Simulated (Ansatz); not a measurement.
The system is Ge2Sb2Te5.

```xyz
9
Lattice="4.2941 0.0000 0.0000 -2.1470 3.7188 0.0000 0.0000 0.0000 17.1013" Properties=species:S:1:pos:R:3 pbc="T T T"
Te    2.1470    1.2396    7.1807
Te    0.0000    2.4792    9.9206
Te    0.0000    2.4792    3.4466
Te    2.1470    1.2396   13.6547
Te    0.0000    0.0000    0.0000
Sb    0.0000    0.0000    5.4736
Sb    0.0000    0.0000   11.6278
Ge    2.1470    1.2396    1.7596
Ge    0.0000    2.4792   15.3417
```

The cell comes from a database or a generator and needn't be the stable form of this composition.

```yaml
Program: Ansatz 0.2.0
Task: relaxation of cell and atoms
Functional: PBEsol
Potentials_or_basis: Ansatz PAW
Cutoff: "420 eV (not typed: the program's choice for these potentials)"
k_mesh: 7 × 7 × 2
Occupations: fermi-dirac, width 0.05 eV
Spin: no spin polarisation
```

At the start: volume 30.34 Å³/atom.

**Question.** Where does the relaxation end?

**Answer.** It ends after 5 steps and the volume is 29.00 Å³/atom (-4.4 %); space group P-3m1 (No. 164, to 0.05 Å).

The path:
```
step  energy change (eV)  largest force (eV/Å)  volume (Å³)
   1              0.0000                0.1316       273.09
   2             -0.0497                0.1349       253.18
   3             -0.1033                0.0134       261.46
   4             -0.1038                0.0020       260.97
   5             -0.1016                0.0021       260.97
```

Final structure:
```
Te Sb Ge
1.0
     4.22526    0.00000    0.00000
    -2.11263    3.65918    0.00000
     0.00000    0.00000   16.87897
Te Sb Ge
5 2 2
Cartesian
  2.1126 1.2197 7.0648
  0.0000 2.4395 9.8141
  0.0000 2.4395 3.3450
  2.1126 1.2197 13.5340
  0.0000 0.0000 0.0000
  0.0000 0.0000 5.3472
  0.0000 0.0000 11.5318
  2.1126 1.2197 1.6921
  0.0000 2.4395 15.1869
```

Caveat: the plane-wave basis is chosen anew once the cell has moved, so the energies of steps on either side of that aren't comparable; the PAW data sets come from PBE, with cores solved anew for the run's functional, which leaves a small shift of forces and pressure.
